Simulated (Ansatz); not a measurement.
# GeS: how energies converge with the basis set

The task here is to estimate one member of a computed series from the others.

The runs use Ansatz 0.2.0, Gaussian basis; one geometry, several basis sets.

The runs, in order: PBE0-D4/def2-SVP; ωB97M-V/def2-SVP; PBE0-D4/def2-QZVPP; ωB97M-V/def2-QZVPP; the functionals' def2-TZVPP values are taken from earlier runs.

## Structure used throughout

The geometry comes from an earlier relaxation with PBE0-D4 in a triple-zeta def2 set; it is a stationary point.

SMILES `[S+]#[Ge-]`, 2 atoms, charge 0, spin multiplicity 1.

Atoms are counted from 1 here; the program's logs count them from 0.

Bond lengths: S1–Ge2 2.014 Å.

The first run:

Contents of in.yaml:

```yaml
crystal:
  periodic: [false, false, false]
  atoms:
    - {symbol: S, position_ang: [-0.000000, -0.000000, -0.001135]}
    - {symbol: Ge, position_ang: [0.000000, 0.000000, 2.013221]}
basis:
  gaussian: {orbitals: def2-SVP}
hamiltonian: {xc: pbe0, dispersion: d4}
output: {orbitals: {seedname: orbitals}}
```

The run is started by

```sh
$ ansatz run in.yaml --threads 2 --pin off --events-out ev --progress --plain --max-ram 32768MiB --backend cpu
```

Steps of the session up to this table: PBE0-D4 in def2-SVP; ωB97M-V in def2-SVP; PBE0-D4 in def2-QZVPP; ωB97M-V in def2-QZVPP.

One of the session's tables, all rows but one given; the rest of the session is left out.

It belongs to the step «Functionals by basis». 

| functional | basis | HOMO (eV) | LUMO (eV) |
| --- | --- | --- | --- |
| PBE0-D4 | def2-SVP | -7.90 | -2.26 |
| PBE0-D4 | def2-TZVPP | -7.91 | -2.35 |
| PBE0-D4 | def2-QZVPP | -7.95 | -2.41 |
| ωB97M-V | def2-SVP | -9.91 | -0.24 |
| ωB97M-V | def2-TZVPP | -9.96 | -0.39 |
| ωB97M-V | def2-QZVPP | ? | ? |

Estimate the missing values for ωB97M-V, def2-QZVPP.

The run gave: HOMO (eV): -10.02; LUMO (eV): -0.53. In the column «HOMO (eV)» it is the lowest.
